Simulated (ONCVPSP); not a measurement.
# Pseudopotential generation for F: ONCV, PBE

Task: generate the file, and judge it by its errors in other configurations, its logarithmic derivatives, its ghosts and its cutoff.

Program: ONCVPSP 4.0.1. Reference atom: PBE, non-relativistic, spherical and spin-unpolarised. All values are calculated.

## 1. The atom and the settings

The settings as typed:

```json
{"element": "fluorine (F, Z = 9)", "type": "optimised norm-conserving Vanderbilt (ONCV)", "frozen core": "[He]", "valence charge": "7", "reference configuration": "2s2 2p3 (charge +2)", "partial waves": "2s: rc 0.70 bohr, ncon 3, nbas 7, qcut 10.7 1/bohr, 2 projectors, debl 0.4 Ha; 2p: rc 0.85 bohr, ncon 4, nbas 7, qcut 11.5 1/bohr, 3 projectors, debl 2 Ha; d scattering state at 0.21 Ha: rc 0.90 bohr, ncon 4, nbas 7, qcut 12.1 1/bohr, 2 projectors, debl 2.5 Ha", "local potential": "polynomial inside 0.55 bohr (lpopt 5, dvloc0 3 Ha)", "core correction": "Teter function, parameters optimised by the program"}
```

The outer shells as boxes (Hund's rule for the drawing; the calculation is spin-unpolarised):

```
[He] core
2s [↑↓]
2p [↑ ][↑ ][↑ ]
```

An earlier all-electron run gives the scale for the radii.

All-electron outer shells of the reference configuration (PBE, non-relativistic, ld1.x):

| shell | level (eV) | outermost node (bohr) | outermost maximum (bohr) |
| --- | --- | --- | --- |
| 1s | -709.52 | – | 0.11 |
| 2s | -67.89 | 0.24 | 0.73 |
| 2p | -49.01 | – | 0.66 |

## 2. The generation run

F.dat

```
# ATOM AND REFERENCE CONFIGURATION
# atsym  z   nc   nv     iexc    psfile
  F 9.00    1    2        4      upf
#
#   n    l    f
    1    0    2.00
    2    0    2.00
    2    1    3.00
#
# PSEUDOPOTENTIAL AND OPTIMIZATION
# lmax
    2
#
#   l,   rc,      ep,       ncon, nbas, qcut
    0    0.70    0.00    3    7   10.70
    1    0.85    0.00    4    7   11.50
    2    0.90    0.21    4    7   12.10
#
# LOCAL POTENTIAL
# lloc, lpopt,  rc(5),   dvloc0
    4    5    0.55    3.00
#
# VANDERBILT-KLEINMAN-BYLANDER PROJECTORs
# l, nproj, debl
    0    2    0.40
    1    3    2.00
    2    2    2.50
#
# MODEL CORE CHARGE
# icmod, fcfact, rcfact
    4    0.25    0.00
#
# LOG DERIVATIVE ANALYSIS
# epsh1, epsh2, depsh
   -4.00    5.00    0.02
#
# OUTPUT GRID
# rlmax, drl
    6.00    0.01
#
# TEST CONFIGURATIONS
# ncnf
    4
# nvcnf
#   n    l    f
    2
    2    0    2.00
    2    1    5.00
#
    2
    2    0    2.00
    2    1    4.00
#
    2
    2    0    2.00
    2    1    2.00
#
    2
    2    0    1.00
    2    1    6.00
#
```

Launch:

```sh
$ oncvpspnr.x < F.dat > F.out
```

Q: Predict the outcome of this session. Wanted: cutoffs for 1 and 0.1 mHa per electron, occupied waves; bound ghosts; GHOST(+) flags; largest test error; largest phase difference near zero energy, channels read; rms error of d²Exc/dn², without and with the model core; projector energies reset by the program.

The runs gave:

```
                                                quantity                 value
  cutoffs for 1 and 0.1 mHa per electron, occupied waves      68 Ha and 184 Ha
                                            bound ghosts            none found
                                          GHOST(+) flags             p at 3 eV
                            largest test error (AE − PS)  +56 meV, for 2s1 2p6
largest phase difference near zero energy, channels read             0.000 rad
 rms error of d²Exc/dn², without and with the model core     3.44 and 1.22 mHa
                 projector energies reset by the program   s: -2.495, 0.250 Ha
```

The worst unpolarised test, 2s1 2p6, is off by 56 meV on 39.1 eV; by total energies transferability rates as fair. It counts as very hard, with 68 Ha needed at the looser tolerance. The tighter tolerance needs 184 Ha, and converged work needs a cutoff nearer that. At the looser tolerance the 2p wave is the slowest; 2s needs 53 Ha. It is free of bound ghosts as far as tested. Near zero energy the phases of the channels with partial waves agree within 0.001 rad. The program also flags highly localised states, GHOST(+) (p).
